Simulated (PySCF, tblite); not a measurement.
**C₆H₄NO₃ radical: geometry, infrared bands and EPR parameters**

Aim: predict the infrared bands and EPR parameters of C₆H₄NO₃ radical (`C=C1C(N[C]=O)=C1OC=O`).

The runs use tblite 0.8.0 and PySCF 2.14.0, with density-fitted response routines of our own; the level of theory stands in each step. All values are computed, except where a source is named. Atoms count from 0, in the outputs and in this text.

## Step 1: Starting geometry

14 atoms, charge 0, multiplicity 2; geometry from: force field or distance geometry start.

Bonds of the start (Å): C0–C1 1.29, C1–C2 1.41, C2–N3 1.31, N3–C4 1.34, C4–O5 1.18, C2–C6 1.31, C6–O7 1.32, O7–C8 1.37, C8–O9 1.22, C6–C1 1.40, C0–H10 1.08, C0–H11 1.10, N3–H12 1.02, C8–H13 1.10.

## Step 2: Geometry optimisation with GFN2-xTB

Job settings and geometry (Å):

```
{"job": {"kind": "relax", "xc": "GFN2-xTB", "basis": "xTB"}, "charge": 0, "multiplicity": 2}
C     -1.751100     1.682300    -0.602100
C     -0.766300     0.907800    -0.276300
C     -0.203900    -0.365200    -0.052900
N     -0.341700    -1.664600    -0.062900
C     -1.497400    -2.258200    -0.386800
O     -2.510800    -2.778100    -0.693600
C      0.547100     0.685200     0.142500
O      1.658000     1.326200     0.473200
C      2.651600     0.442500     0.806600
O      2.612300    -0.778200     0.839400
H     -1.653100     2.761900    -0.603100
H     -2.723900     1.265500    -0.884300
H      0.433900    -2.263300     0.216600
H      3.544700     1.035600     1.061500
```

The run is started by

```
$ OMP_NUM_THREADS=1 python probes_run.py task.json out
```

The driver reads the jobs from task.json and runs them one after another.

**Question.** This job is followed by: GFN2-xTB harmonic vibrations, gas phase; UKS B3LYP, pcH-1 on C H N O, non-relativistic, mean-field spin-orbit, GIAO. What will the session give for the following? strongest single infrared mode (GFN2-xTB); zero-point energy (GFN2-xTB); g(iso) (B3LYP); ⟨S²⟩; largest a(iso); potential on the surface of density 0.002 e/bohr³, 1st and 99th percentile.

The runs gave:

```
                                                                  quantity                  value
                                 strongest single infrared mode (GFN2-xTB)  1854 cm⁻¹, 651 km/mol
                                              zero-point energy (GFN2-xTB)          54.8 kcal/mol
                                                            g(iso) (B3LYP)                2.00161
                                                                      ⟨S²⟩     0.753 (exact 0.75)
                                                            largest a(iso)   13C on C4, 486.8 MHz
potential on the surface of density 0.002 e/bohr³, 1st and 99th percentile     -1.38 V and 1.92 V
```

The optimisation took 110 steps and gained 0.998 eV; among the close pairs (by a distance rule), C2–N3 changed most, from 1.307 to 1.364 Å. All 36 modes are real, so the xTB geometry is a minimum. The strongest single mode, at 1854 cm⁻¹, moves mainly C4 and O5. Unscaled tight-binding wavenumbers are off by several per cent, some by more. Its intensities can rank the bands wrongly. C4 carries the largest spin population, 0.68 e. The isotropic g lies 0.7 ppt below the free-electron value. These values are for one conformer; the search (at its own cheap level) found 2 more, at 0.00, 3.24 kcal/mol (those within 0.05 may be mirror or relabelled copies), and measured spectra average over such forms.
